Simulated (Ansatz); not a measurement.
The same path of a periodic cell of 63 atoms, C$_{62}$N (host C, host structure diamond, dopant N, one C atom removed), cell charge +1 was run twice with different band settings. Lost on the way: C23–N52, C31–N52, N52–C53. Made: C19–N52, C42–N52, C50–N52.

These are results of Ansatz 0.2.0, DFT PBEsol, scalar-relativistic, plane waves, PAW, not measurements. Settings: PAW set soft_1, cutoff 420 eV, k mesh 2x2x2, gaussian smearing 0.05 eV, no spin polarisation.

Relaxed end points:

```xyz
63
Lattice="7.1400 0.0000 0.0000 0.0000 7.1400 0.0000 0.0000 0.0000 7.1400" Properties=species:S:1:pos:R:3
C 3.565 -0.004 0.000
C 4.458 0.892 0.894
C 5.346 1.779 -0.003
C 6.250 2.700 0.917
C 5.351 0.003 1.786
C 6.244 0.890 2.679
C 0.001 0.003 -0.007
C 0.887 0.893 0.903
C 1.782 1.779 0.008
C 2.668 2.674 0.903
C 3.558 3.560 -0.007
C 4.462 4.467 0.897
C 5.351 5.350 -0.007
C 6.234 6.239 0.897
C 1.782 -0.001 1.781
C 2.676 0.885 2.683
C 3.562 1.779 1.781
C 4.481 2.700 2.685
C 5.267 3.523 1.702
C 3.558 0.003 3.576
C 4.467 0.893 4.462
C 5.373 1.794 3.567
C 6.288 2.669 4.467
C 5.346 -0.001 5.357
C 6.248 0.885 6.252
C -0.006 3.567 0.004
C 0.861 4.451 0.916
C 1.782 5.355 -0.003
C 2.669 6.243 0.894
C -0.008 1.794 1.808
C 0.892 2.670 2.724
C 1.767 3.569 1.808
C 2.671 4.457 2.679
C 3.558 5.350 1.786
C 4.462 6.239 2.669
C -0.006 -0.008 3.569
C 0.893 0.876 4.468
C 1.795 1.766 3.581
C 2.685 2.668 4.468
C 3.569 3.567 3.569
C 4.481 4.451 4.436
C 5.267 5.434 3.613
C 6.250 6.220 4.436
C 1.782 -0.012 5.357
C 2.675 0.886 6.251
C 3.573 1.779 5.357
C 4.467 2.674 6.243
C 5.373 3.569 5.342
C 6.244 4.457 6.247
C 0.038 5.434 1.702
C 0.861 6.220 2.685
N 0.075 3.486 3.650
C 0.891 4.412 4.466
C 1.767 5.328 3.567
C 2.668 6.234 4.462
C 0.006 1.766 5.370
C 0.893 2.668 6.260
C 1.795 3.555 5.370
C 2.676 4.453 6.251
C 3.562 5.355 5.357
C 4.458 6.243 6.244
C -0.008 5.328 5.342
C 0.887 6.234 6.243
```

```xyz
63
Lattice="7.1400 0.0000 0.0000 0.0000 7.1400 0.0000 0.0000 0.0000 7.1400" Properties=species:S:1:pos:R:3
C 3.569 0.001 -0.001
C 4.463 0.898 0.893
C 5.358 1.793 0.006
C 6.253 2.699 0.907
C 5.352 0.010 1.782
C 6.251 0.895 2.681
C -0.004 0.002 -0.002
C 0.898 0.888 0.892
C 1.786 1.784 0.005
C 2.682 2.672 0.892
C 3.568 3.574 -0.002
C 4.450 4.471 0.880
C 5.352 5.358 -0.010
C 6.239 6.260 0.880
C 1.777 -0.006 1.788
C 2.686 0.884 2.674
C 3.576 1.793 1.788
C 4.477 2.699 2.683
C 5.353 3.614 1.783
C 3.568 0.002 3.566
C 4.462 0.888 4.468
C 5.384 1.807 3.564
C 6.206 2.593 4.547
C 5.358 -0.006 5.347
C 6.244 0.884 6.256
C 0.000 3.570 0.003
C 0.871 4.457 0.907
C 1.777 5.352 0.006
C 2.672 6.247 0.893
C -0.006 1.807 1.814
C 0.977 2.593 2.636
C 1.763 3.576 1.814
C 2.675 4.459 2.681
C 3.560 5.358 1.782
C 4.450 6.260 2.669
C 0.000 -0.003 3.570
C 0.893 0.883 4.463
C 1.782 1.788 3.581
C 2.687 2.677 4.463
C 3.573 3.570 3.570
C 4.477 4.457 4.441
C 5.353 5.357 3.526
C 6.253 6.233 4.441
C 1.786 -0.005 5.356
C 2.679 0.891 6.249
C 3.575 1.784 5.356
C 4.462 2.672 6.252
C 5.384 3.576 5.333
C 6.251 4.459 6.245
C -0.044 5.357 1.783
C 0.871 6.233 2.683
N -0.971 4.541 2.599
C 0.977 4.504 4.547
C 1.763 5.326 3.564
C 2.682 6.248 4.468
C 0.011 1.788 5.352
C 0.893 2.677 6.257
C 1.782 3.559 5.352
C 2.686 4.466 6.256
C 3.576 5.352 5.347
C 4.463 6.247 6.242
C -0.006 5.326 5.333
C 0.898 6.248 6.252
```

Common settings: climbing image yes; force threshold 0.05 eV/Å; end points relaxed.

| run | movable images | spring | optimiser | start path | iteration limit |
| --- | --- | --- | --- | --- | --- |
| 1 | 5 | 5.0 eV/Å² | lbfgs | straight line | 46 |
| 2 | 3 | 50.0 eV/Å² | fire | default | 37 |

Problem. What does each run give, and how far can it be trusted?

Solution. Run 1: converged after 43 iterations, highest image 4.590 eV above the first end. Neighbouring images differ by up to 2.4 eV, so the band resolves the path poorly. By the program's own check the climbing image is a first-order saddle point (lowest curvatures found: -23.88 and 2.62 eV/Å²).
Run 2: converged after 19 iterations, highest image 4.738 eV above the first end. Neighbouring images differ by up to 2.8 eV, so the band resolves the path poorly. The order of the point at the top wasn't checked.
Limits of this set-up: coarse k mesh, PAW files made for another functional, no spin, though dangling bonds at a vacancy may carry it, a typed lattice constant that wasn't relaxed here, charged cell in a uniform background, uncorrected.
